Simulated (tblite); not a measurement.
# C7H11FOSi: the cost of one run

Programs: tblite 0.8.0 and PySCF 2.14.0, with density-fitted response routines of our own. Each step states its level of theory. These are calculated values for one molecule in the gas phase, unless marked as measured. Atoms are numbered from 0 throughout.

**1. The molecule as given**

21 atoms, charge 0, multiplicity 1; geometry from: force field or distance geometry start.

Bonds of the start (Å): C0–C1 1.32, C1–Si2 1.85, Si2–C3 1.84, C3–C4 1.34, C4–C5 1.44, C5–C6 1.34, C6–F7 1.36, Si2–O8 1.67, O8–C9 1.42, C0–H10 1.10, C0–H11 1.09, C1–H12 1.09, Si2–H13 1.47, C3–H14 1.08, C4–H15 1.09, C5–H16 1.09, C6–H17 1.08, C9–H18 1.10, C9–H19 1.09, C9–H20 1.10.

**2. Relaxing the molecule with GFN2-xTB**

What the job is given:

```
{"job": {"kind": "relax", "xc": "GFN2-xTB", "basis": "xTB"}, "charge": 0, "multiplicity": 1}
C     -2.118600     2.011400     0.433400
C     -0.983900     1.358500     0.627200
Si    -0.590900    -0.376200     0.115900
C      0.291700    -0.343200    -1.500300
C      1.585200    -0.144700    -1.772900
C      2.653800     0.125200    -0.852200
C      3.919000     0.335000    -1.241100
F      4.898300     0.583400    -0.337400
O     -1.978100    -1.302500     0.011200
C     -2.574600    -1.768800     1.217700
H     -2.975800     1.561900    -0.081300
H     -2.249900     3.033600     0.782600
H     -0.162300     1.842700     1.160000
H      0.280800    -0.976000     1.141500
H     -0.391800    -0.533400    -2.313600
H      1.867500    -0.178300    -2.821100
H      2.448700     0.166000     0.217700
H      4.305400     0.325300    -2.245400
H     -1.885200    -2.420400     1.767600
H     -3.452400    -2.351600     0.958300
H     -2.895800    -0.930900     1.856100
```

Run with:

```console
$ OMP_NUM_THREADS=1 python probes_run.py task.json out
```

The driver reads the jobs from task.json and runs them one after another.

**Question.** How long does this first job take on 1 thread of Arm Neoverse N1, shared host, and how much memory does it need?

About 2.5 s, with a peak of 0.18 GiB.
